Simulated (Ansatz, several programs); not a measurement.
An ordered 8-atom cell of CdHgS2 on the zincblende lattice (I-42d), relaxed with PBE in Ansatz (plane waves, PAW): space group I-42d (No. 122), tetragonal; conventional cell a = 5.954 Å, c = 11.931 Å, 26.44 Å³ an atom. Around Cd lie 4 S at 2.57 Å; around S lie 2 Cd at 2.57 Å and 2 Hg at 2.59 Å; around Hg lie 4 S at 2.59 Å. The cell was then scaled with its shape and fractional coordinates held, which makes it stiffer than a relaxed compression. Values at 0 K without nuclear motion; spin polarisation is off, and the phase may be a hypothetical one.

```tsv
V (Å³/atom)	E (meV/atom)
24.850	17.48
25.643	4.15
26.436	0.00
28.022	13.64
```

(1) Pass a cubic E = c₀ + c₁u + c₂u² + c₃u³, with u = V − 26.238 Å³, through these points.

(2) Where is the minimum, and what bulk modulus follows?

(3) Predict the energy and the pressure at the withheld volume, 27.229 Å³.

Results:

(1) c₀ = 0.25, c₁ = -2.538, c₂ = 6.464, c₃ = -0.4679 (meV and Å³).

(2) dE/du = 0 at u = +0.201, so V₀ = 26.44 Å³. B = V₀ d²E/dV² = 26.44 × (2c₂ + 6c₃u) = 26.44 × 12.364 = 327 meV/Å³, and 1 meV/Å³ is 0.16022 GPa: 52 GPa. A third-order Birch-Murnaghan fit to all five points gives 26.44 Å³ and 52 GPa.

(3) With u = +0.991: E ≈ 3.63 meV and P = −dE/dV ≈ -1.43 GPa. The run gives 3.58 meV and, from its stress, -1.42 GPa.
